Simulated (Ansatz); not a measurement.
**C5H8O2: ionisation energy by level of theory**

The task here is to estimate one member of a computed series from the others.

Method: unrestricted cation, the program's frozen cores in correlated methods; program: Ansatz 0.2.0, Gaussian basis.

Levels to be run: UKS PBE-D4/def2-TZVPP; UKS r2SCAN-D4/def2-TZVPP; UKS PBE0-D4/def2-TZVPP; UKS B3LYP-D4/def2-TZVPP; UKS wB97X-V/def2-TZVPP; UKS wB97M-V/def2-TZVPP; UKS B2PLYP/def2-TZVPP; UHF-CCSD(T)/def2-TZVPP; UHF-MP2/def2-QZVPP; extrapolation to the limit; then −ε(HOMO) from the neutral's earlier runs with LDA (SPW92), PBE-D4, revPBE-D4, BLYP-D4, r2SCAN-D4, B97M-V, PBE0-D4, B3LYP-D4, r2SCANh-D4, r2SCAN0-D4, HSE06-D4, BHLYP-D4, CAM-B3LYP-D4, LC-ωPBE, ωB97X-V, ωB97M-V.

## The geometry

The geometry comes from an earlier relaxation with PBE0-D4 in a triple-zeta def2 set; it is a stationary point, not always the lowest conformer.

SMILES `CC1(C)COC1=O`, 15 atoms, charge 0, spin multiplicity 1.

Atoms are counted from 1 here; the program's logs count them from 0.

Bond lengths: C1–C2 1.516 Å, C1–H8 1.092 Å, C1–H9 1.092 Å, C1–H10 1.093 Å, C2–C3 1.516 Å, C2–C4 1.536 Å, C2–C6 1.526 Å, C3–H11 1.092 Å, C3–H12 1.092 Å, C3–H13 1.093 Å, C4–O5 1.454 Å, C4–H14 1.091 Å, C4–H15 1.091 Å, O5–C6 1.362 Å, C6–O7 1.185 Å. Angles: C2–C1–H8 110.2°, C2–C1–H9 111.6°, C2–C1–H10 110.4°, H8–C1–H9 108.0°, H8–C1–H10 108.2°, H9–C1–H10 108.4°, C1–C2–C3 112.5°, C1–C2–C4 115.9°, C1–C2–C6 113.4°, C3–C2–C4 115.9°, C3–C2–C6 113.3°, C4–C2–C6 82.7°, C2–C3–H11 111.6°, C2–C3–H12 110.2°, C2–C3–H13 110.4°, H11–C3–H12 108.0°, H11–C3–H13 108.4°, H12–C3–H13 108.2° and more.

The first run:

in.yaml

```yaml
crystal:
  periodic: [false, false, false]
  atoms:
    - {symbol: C, position_ang: [-1.514433, 0.048604, 0.162763]}
    - {symbol: C, position_ang: [-0.003702, 0.012348, 0.035936]}
    - {symbol: C, position_ang: [0.613912, -1.149158, 0.790384]}
    - {symbol: C, position_ang: [0.557718, 0.273480, -1.369216]}
    - {symbol: O, position_ang: [1.135417, 1.532188, -0.925106]}
    - {symbol: C, position_ang: [0.661158, 1.352316, 0.338965]}
    - {symbol: O, position_ang: [0.790222, 2.070923, 1.272354]}
    - {symbol: H, position_ang: [-1.802516, 0.147066, 1.211251]}
    - {symbol: H, position_ang: [-1.944753, 0.889314, -0.385750]}
    - {symbol: H, position_ang: [-1.951308, -0.875232, -0.225206]}
    - {symbol: H, position_ang: [1.701326, -1.162549, 0.689434]}
    - {symbol: H, position_ang: [0.374712, -1.078227, 1.853287]}
    - {symbol: H, position_ang: [0.221775, -2.098158, 0.415577]}
    - {symbol: H, position_ang: [1.338355, -0.408307, -1.708783]}
    - {symbol: H, position_ang: [-0.177894, 0.445388, -2.155893]}
basis:
  gaussian: {orbitals: def2-TZVPP}
total_charge: 1
magnetization: {spin_polarized: true, initial_magnetization: 1}
hamiltonian: {xc: pbe, dispersion: d4}
```

On the command line:

```
$ ansatz run in.yaml --threads 2 --pin off --events-out ev --progress --plain --max-ram 32768MiB --backend cuda --devices 0, --max-vram 18GiB
```

Steps of the session up to this table: Cation, UKS PBE-D4/def2-TZVPP; Cation, UKS r2SCAN-D4/def2-TZVPP; Cation, UKS PBE0-D4/def2-TZVPP; Cation, UKS B3LYP-D4/def2-TZVPP; Cation, UKS wB97X-V/def2-TZVPP; Cation, UKS wB97M-V/def2-TZVPP; Cation, UKS B2PLYP (frozen core)/def2-TZVPP; Cation, UHF-CCSD(T)/def2-TZVPP; Cation, UHF-MP2/def2-QZVPP.

One of the session's tables, all rows but one given; the rest of the session is left out.

For comparison, −ε(HOMO) of the neutral from earlier runs:

| functional | −ε(HOMO) (eV) |
| --- | --- |
| LDA (SPW92) | 6.57 |
| PBE-D4 | 6.37 |
| revPBE-D4 | 6.29 |
| BLYP-D4 | 6.28 |
| r2SCAN-D4 | 6.66 |
| B97M-V | 6.79 |
| PBE0-D4 | 7.90 |
| B3LYP-D4 | 7.68 |
| r2SCANh-D4 | 7.24 |
| r2SCAN0-D4 | 8.11 |
| HSE06-D4 | ? |
| BHLYP-D4 | 9.40 |
| CAM-B3LYP-D4 | 9.36 |
| LC-ωPBE | 10.64 |
| ωB97X-V | 10.32 |
| ωB97M-V | 10.27 |

Estimate the missing values for HSE06-D4.

As computed: −ε(HOMO) (eV): 7.49. In the column «−ε(HOMO) (eV)» it lies between r2SCANh-D4 (7.24) and B3LYP-D4 (7.68).
